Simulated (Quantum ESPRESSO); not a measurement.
A run of Quantum ESPRESSO 7.5 is set up as follows.

File pw.in:

```
&CONTROL
  calculation = 'scf'
  prefix = 'pwscf'
  outdir = './tmp'
  pseudo_dir = './pseudo'
  tprnfor = .true.
  disk_io = 'low'
/
&SYSTEM
  ibrav = 0
  celldm(1) = 8
  nat = 7
  ntyp = 1
  ecutwfc = 84
  nbnd = 88
  input_dft = 'vdw-df-obk8'
  occupations = 'smearing'
  smearing = 'mp'
  degauss = 0.00367493
/
&ELECTRONS
  conv_thr = 7d-09
  electron_maxstep = 150
  mixing_beta = 0.3
  mixing_mode = 'local-TF'
/
ATOMIC_SPECIES
Zn    65.3800 Zn.upf
CELL_PARAMETERS alat
  0.6294673122426   0.0000000000000   0.0000000000000
 -0.3147336561267   0.5451346832571   0.0000000000000
  0.0000000000000   0.0000000000000   7.0487020664307
ATOMIC_POSITIONS crystal
Zn     0.6666666667    0.3333333334    0.2513396403
Zn     0.3333333333    0.6666666666    0.3342264269
Zn     0.6666666667    0.3333333334    0.4171132134
Zn     0.3333333333    0.6666666666    0.5000000000
Zn     0.6666666667    0.3333333334    0.5828867866
Zn     0.3333333333    0.6666666666    0.6657735731
Zn     0.6666666667    0.3333333334    0.7486603597
K_POINTS automatic
11 11 1 0 0 0
```

pp_density.in

```
&INPUTPP
  prefix = 'pwscf'
  outdir = './tmp'
  filplot = 'density.dat'
  plot_num = 0
/
&PLOT
  nfile = 1
  filepp(1) = 'density.dat'
  iflag = 3
  output_format = 6
  fileout = 'density.cube'
/
```

The input pp_potential.in:

```
&INPUTPP
  prefix = 'pwscf'
  outdir = './tmp'
  filplot = 'potential.dat'
  plot_num = 11
/
&PLOT
  nfile = 1
  filepp(1) = 'potential.dat'
  iflag = 3
  output_format = 6
  fileout = 'potential.cube'
/
```

Contents of pp_elf.in:

```
&INPUTPP
  prefix = 'pwscf'
  outdir = './tmp'
  filplot = 'elf.dat'
  plot_num = 8
/
&PLOT
  nfile = 1
  filepp(1) = 'elf.dat'
  iflag = 3
  output_format = 6
  fileout = 'elf.cube'
/
```

Potentials or basis: Ansatz NC SR PBE.

Run with:

```sh
$ OMP_NUM_THREADS=1 mpirun -n 2 pw.x -nk 2 -in pw.in > pw.out
$ OMP_NUM_THREADS=1 mpirun -n 1 pp.x -in pp_density.in > pp_density.out
$ OMP_NUM_THREADS=1 mpirun -n 1 pp.x -in pp_potential.in > pp_potential.out
$ OMP_NUM_THREADS=1 mpirun -n 1 pp.x -in pp_elf.in > pp_elf.out
```

Task: Predict the work function of the upper face.

Result: 4.42 eV.

Task: Predict the work function of the lower face.

Result: 4.42 eV.

Task: Predict the largest force.

Result: 0.151 eV/Å.

Forces in eV/Å, atoms in the order of the input:
```
Zn   0.000  0.000 -0.072
Zn   0.000  0.000  0.151
Zn   0.000  0.000 -0.094
Zn   0.000  0.000  0.000
Zn   0.000  0.000  0.094
Zn   0.000  0.000 -0.151
Zn   0.000  0.000  0.072
```

Caveat: the potentials were made for another functional, which shifts forces and pressure.
